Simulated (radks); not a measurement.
# Rh³⁺ in [Kr] 4d6: an all-electron calculation

One table from this session's results is given with a row withheld; the runs are named, their logs left out.

The numbers are computed with radks (a radial shooting solver on a logarithmic mesh, Libxc functionals) version 1 (scalar-relativistic Kohn-Sham, MS2 meta-GGA, spin-polarised, spherical densities, finite nucleus; open shells are filled with parallel spins first), except any that are marked as measured or tabulated.

### The system

| Item | Value |
| --- | --- |
| element | rhodium (Z = 45) |
| charge | +3 |
| electrons | 42 |
| configuration | [Kr] 4d6 |
| nuclear rms radius | 4.4945 fm |

The outer shells:

Rh³⁺
```
[Kr] core
4d [↑↓][↑ ][↑ ][↑ ][↑ ]
```

The first run:

The run's settings:

```text
Z 45
configuration [Kr] 4d6
relativity scalar-relativistic
functional ms2,regtpss
spin polarised
nucleus finite rms 4.4945 fm
c 137.035999084
```

Launch:

```sh
$ python run_ks.py task.json out
```

This one command runs every case of the session in turn.

Among the steps run: Self-consistent calculation.

One of the session's tables, all rows but one given; the rest of the session is left out.

It belongs to the step «Orbitals and density». Radial moments (bohr):

```
  level      <r>  outermost maximum (interpolated)  90 % within  nodes
  1s up  0.03261                            0.0212       0.0585      0
1s down  0.03261                            0.0212       0.0585      0
  2s up   0.1417                             0.120        0.219      1
2s down   0.1417                             0.120        0.219      1
  2p up   0.1237                            0.0958        0.201      0
2p down   0.1237                            0.0958        0.201      0
  3s up   0.3894                             0.351        0.574      2
3s down   0.3893                             0.351        0.573      2
  3p up   0.3899                             0.344        0.587      1
3p down   0.3898                             0.345        0.587      1
  3d up        ?                                 ?            ?      ?
3d down   0.3703                             0.292        0.587      0
  4s up   0.9773                             0.884         1.41      3
4s down   0.9733                             0.880         1.41      3
  4p up    1.066                             0.945         1.57      2
4p down    1.063                             0.939         1.56      2
  4d up    1.357                              1.11         2.09      1
4d down    1.379                              1.10         2.15      1
```

Q: Estimate the row for 3d up from the others.

As computed: <r>: 0.3705; outermost maximum (interpolated): 0.292; 90 % within: 0.588; nodes: 0. In the column «<r>» it lies between 3d down (0.3703) and 3s down (0.3893).

To keep in mind: Open shells are spherical and high-spin; term and fine-structure splittings are not resolved.
